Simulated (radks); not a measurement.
# The first electron to leave Co⁹⁺

Co⁹⁺ stands in [Ar]. From which sub-shell is an electron easiest to take? Each removal is a run of its own. The parent's configuration is the lowest that an earlier search found at this level.

Method: scalar-relativistic Kohn-Sham, PBEsol, spin-polarised, spherical densities, finite nucleus; open shells are filled with parallel spins first. Code: radks (a radial shooting solver on a logarithmic mesh, Libxc functionals) version 1.

5 further runs of the same task are left out: 5 set aside as unsound or not needed.

### Step 1. Starting point

| Item | Value |
| --- | --- |
| element | cobalt (Z = 27) |
| charge | +9 |
| electrons | 18 |
| configuration | [Ar] |
| nuclear rms radius | 3.7875 fm |

The outer shells:

Co⁹⁺
```
[Ne] core
3s [↑↓]
3p [↑↓][↑↓][↑↓]
```

### Step 2. The parent, Co⁹⁺

The parent was computed earlier with the same settings: E = -1363.794091 hartree. Its outer levels (eV):

| level | occupation | energy (eV) |
| --- | --- | --- |
| 1s | 2 | -7807.1 |
| 2s | 2 | -1125.5 |
| 2p | 6 | -996.74 |
| 3s | 2 | -299.35 |
| 3p | 6 | -260.84 |

### Step 3. Remove 3p: [Ne] 3s2 3p5

Input:

```text
Z 27
configuration [Ne] 3s2 3p5
relativity scalar-relativistic
functional pbe_sol,pbe_sol
spin polarised
nucleus finite rms 3.7875 fm
c 137.035999084
```

### Step 4. Remove 3s: [Ne] 3s1 3p6

Settings, as their differences from step 3:

```diff
@@ -1,3 +1,3 @@
 Z 27
-configuration [Ne] 3s2 3p5
+configuration [Ne] 3s1 3p6
 relativity scalar-relativistic
```

### Step 5. Remove 2p: [He] 2s2 2p5 3s2 3p6

Settings, as their differences from step 4:

```diff
@@ -1,3 +1,3 @@
 Z 27
-configuration [Ne] 3s1 3p6
+configuration [He] 2s2 2p5 3s2 3p6
 relativity scalar-relativistic
```

### Step 6. Remove 2s: [He] 2s1 2p6 3s2 3p6

Settings, as their differences from step 5:

```diff
@@ -1,3 +1,3 @@
 Z 27
-configuration [He] 2s2 2p5 3s2 3p6
+configuration [He] 2s1 2p6 3s2 3p6
 relativity scalar-relativistic
```

Before running it: what results should come out? Wanted: for each run, case; final configuration; Δ-SCF; −ε of the level emptied.

As calculated:

| case | final configuration | Δ-SCF (eV) | −ε of the level emptied (eV) |
| --- | --- | --- | --- |
| remove 3p | [Ne] 3s2 3p5 | 275.62 | 260.84 |
| remove 3s | [Ne] 3s1 3p6 | 314.21 | 299.35 |
| remove 2p | [He] 2s2 2p5 3s2 3p6 | 1037.9 | 996.74 |
| remove 2s | [He] 2s1 2p6 3s2 3p6 | 1161.3 | 1125.5 |

**Reading.** Removal from 3p costs least (275.62 eV), ahead of 3s (314.21 eV). 3p is also the highest occupied level of the parent. NIST lists 275.4 eV (semi-empirical), between the same two configurations. Open shells are spherical and high-spin; term and fine-structure splittings are not resolved.
